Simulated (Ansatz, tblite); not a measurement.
**[WO3(OH)]- (HWO4−): rung by rung**

How do method and basis change the picture of [WO3(OH)]- (HWO4−) (singlet)?

Method: as each input shows; program: Ansatz 0.2.0, Gaussian basis.

Levels to be run: GFN1-xTB, GFN2-xTB, PBE-D4/def2-TZVPD, r2SCAN-D4/def2-TZVPD, B2PLYP/def2-TZVPD, ωB97X-V/def2-TZVPD, LDA/def2-TZVPD, HSE06-D4/def2-TZVPD, PBE-QIDH/def2-TZVPD, revPBE-D4/def2-TZVPD, BLYP-D4/def2-TZVPD, PBE-D4/def2-SVPD, PBE0-D4/def2-SVPD, CCSD(T)/def2-SVPD, MP2/def2-TZVPD, RPA/def2-TZVPD.

### Step 1. The structure

The geometry is that of the singlet, from an earlier relaxation (r2SCAN-D4/def2-SVPD).

6 atoms, charge -1, spin multiplicity 1.

Bond lengths: W1–O2 1.760 Å, W1–O3 1.762 Å, W1–O4 1.762 Å, W1–O5 1.960 Å, O5–H6 0.963 Å. Angles: O2–W1–O3 110.2°, O2–W1–O4 110.3°, O2–W1–O5 108.1°, O3–W1–O4 108.7°, O3–W1–O5 109.8°, O4–W1–O5 109.7°, W1–O5–H6 116.6°.

Formally the metal is d0. W takes a core potential in the def2 sets. No spin-orbit coupling is included. The ion is computed in the gas phase, without counter-ions or solvent.

PBE0-D4/def2-TZVPD was run before; its log isn't repeated, and its numbers join the tables.

### Step 2. GFN1-xTB

Tight binding, by tblite at 300 K electronic temperature and without a spin-polarisation term:

```python
tblite.interface.Calculator('GFN1-xTB', numbers, positions, charge=-1, uhf=0).singlepoint()
```

Energy -600.8400 eV, HOMO -6.29 eV, LUMO -0.42 eV; 0.003 s.

### Step 3. GFN2-xTB

Tight binding, by tblite at 300 K electronic temperature and without a spin-polarisation term:

```python
tblite.interface.Calculator('GFN2-xTB', numbers, positions, charge=-1, uhf=0).singlepoint()
```

Energy -531.0484 eV, HOMO -5.42 eV, LUMO -0.78 eV; 0.004 s.

### Step 4. PBE-D4/def2-TZVPD

start.molden holds the orbitals of an earlier run on this state, given as this run's starting guess.

File in.yaml:

```yaml
crystal:
  periodic: [false, false, false]
  atoms:
    - {symbol: W, position_ang: [0.182892, 0.314097, 0.279966]}
    - {symbol: O, position_ang: [0.148149, 0.291504, 2.039745]}
    - {symbol: O, position_ang: [1.847470, 0.322012, -0.296620]}
    - {symbol: O, position_ang: [-0.632664, 1.751904, -0.329060]}
    - {symbol: O, position_ang: [-0.735606, -1.290749, -0.369420]}
    - {symbol: H, position_ang: [-0.810242, -1.388768, -1.324611]}
basis:
  gaussian: {orbitals: def2-TZVPD, initial_orbitals: start.molden}
total_charge: -1
hamiltonian: {xc: pbe, dispersion: d4}
scf: {omitted_lower_state_checks: [starts]}
output: {orbitals: {seedname: orbitals}}
```

On the command line:

```bash
$ ansatz run in.yaml --threads 4 --pin off --events-out ev --progress --plain --max-ram 3916MiB
```

The runs that follow: r2SCAN-D4/def2-TZVPD; B2PLYP/def2-TZVPD; ωB97X-V/def2-TZVPD; LDA/def2-TZVPD; HSE06-D4/def2-TZVPD; PBE-QIDH/def2-TZVPD; revPBE-D4/def2-TZVPD; BLYP-D4/def2-TZVPD; PBE-D4/def2-SVPD; PBE0-D4/def2-SVPD; CCSD(T)/def2-SVPD; MP2/def2-TZVPD; RPA/def2-TZVPD.

Q: Predict the results of all the runs planned. Wanted: gap in def2-TZVPD, named functionals, smallest and largest; correlation energy, CCSD(T)/def2-SVPD; correlation energy, MP2/def2-TZVPD; PBE0 total energy, smallest basis above largest.

**Answer**, as computed:

| quantity | value |
| --- | --- |
| gap in def2-TZVPD, named functionals, smallest and largest | 3.98 eV (BLYP-D4), 9.80 eV (ωB97X-V) |
| correlation energy, CCSD(T)/def2-SVPD | -33.08 eV |
| correlation energy, MP2/def2-TZVPD | -39.27 eV |
| PBE0 total energy, smallest basis above largest | 9.90 eV (def2-SVPD, def2-TZVPD) |

What this shows: Over the named functionals in def2-TZVPD the gap runs from 3.98 eV (BLYP-D4) to 9.80 eV (ωB97X-V); exact exchange widens it.
